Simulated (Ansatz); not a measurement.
**C2H6SSi: small, medium and large basis sets**

An exercise on one series of results from a longer session: the logs are not shown, and one member is left open.

The runs use Ansatz 0.2.0, Gaussian basis; one geometry, several basis sets.

Levels to be run: PBE0-D4/def2-SVP; ωB97M-V/def2-SVP; PBE0-D4/def2-QZVPP; ωB97M-V/def2-QZVPP; the functionals' def2-TZVPP values are taken from earlier runs.

### Structure used throughout

An earlier PBE0-D4 in a triple-zeta def2 set relaxation fixed the geometry.

SMILES `C=CS[SiH3]`, 10 atoms, charge 0, spin multiplicity 1.

Atoms are counted from 1 here; the program's logs count them from 0.

Bond lengths: C1–C2 1.326 Å, C1–H5 1.084 Å, C1–H6 1.084 Å, C2–S3 1.761 Å, C2–H7 1.086 Å, S3–Si4 2.134 Å, Si4–H8 1.483 Å, Si4–H9 1.487 Å, Si4–H10 1.485 Å. Angles: C2–C1–H5 122.0°, C2–C1–H6 120.3°, H5–C1–H6 117.8°, C1–C2–S3 123.0°, C1–C2–H7 120.9°, S3–C2–H7 116.0°, C2–S3–Si4 99.3°, S3–Si4–H8 105.8°, S3–Si4–H9 109.5°, S3–Si4–H10 112.1°, H8–Si4–H9 110.7°, H8–Si4–H10 110.1°, H9–Si4–H10 108.7°.

The first run:

The input, in.yaml:

```yaml
crystal:
  periodic: [false, false, false]
  atoms:
    - {symbol: C, position_ang: [-0.195593, 2.194803, 0.281350]}
    - {symbol: C, position_ang: [-0.226297, 0.880223, 0.452177]}
    - {symbol: S, position_ang: [-1.058917, -0.210576, -0.651589]}
    - {symbol: Si, position_ang: [0.221307, -1.910451, -0.489378]}
    - {symbol: H, position_ang: [-0.634576, 2.671253, -0.587505]}
    - {symbol: H, position_ang: [0.268122, 2.831386, 1.025582]}
    - {symbol: H, position_ang: [0.218001, 0.421738, 1.331207]}
    - {symbol: H, position_ang: [-0.479957, -3.012288, -1.191129]}
    - {symbol: H, position_ang: [0.422814, -2.245211, 0.945070]}
    - {symbol: H, position_ang: [1.548196, -1.671973, -1.112785]}
basis:
  gaussian: {orbitals: def2-SVP}
hamiltonian: {xc: pbe0, dispersion: d4}
output: {orbitals: {seedname: orbitals}}
```

Steps of the session up to this table: PBE0-D4 in def2-SVP; ωB97M-V in def2-SVP; PBE0-D4 in def2-QZVPP; ωB97M-V in def2-QZVPP.

One table of the session follows, with a row left open; its other results are not shown here.

It belongs to the step «Density functionals: the series». 

```
functional       basis  HOMO (eV)  LUMO (eV)
   PBE0-D4    def2-SVP      -6.69      -0.15
   PBE0-D4  def2-TZVPP      -6.76      -0.40
   PBE0-D4  def2-QZVPP      -6.78      -0.47
   ωB97M-V    def2-SVP      -8.76       2.01
   ωB97M-V  def2-TZVPP      -8.86       1.63
   ωB97M-V  def2-QZVPP          ?          ?
```

Q: Estimate the row for ωB97M-V, def2-QZVPP from the others.

As computed: HOMO (eV): -8.89; LUMO (eV): 1.41. In the column «HOMO (eV)» it is the lowest.
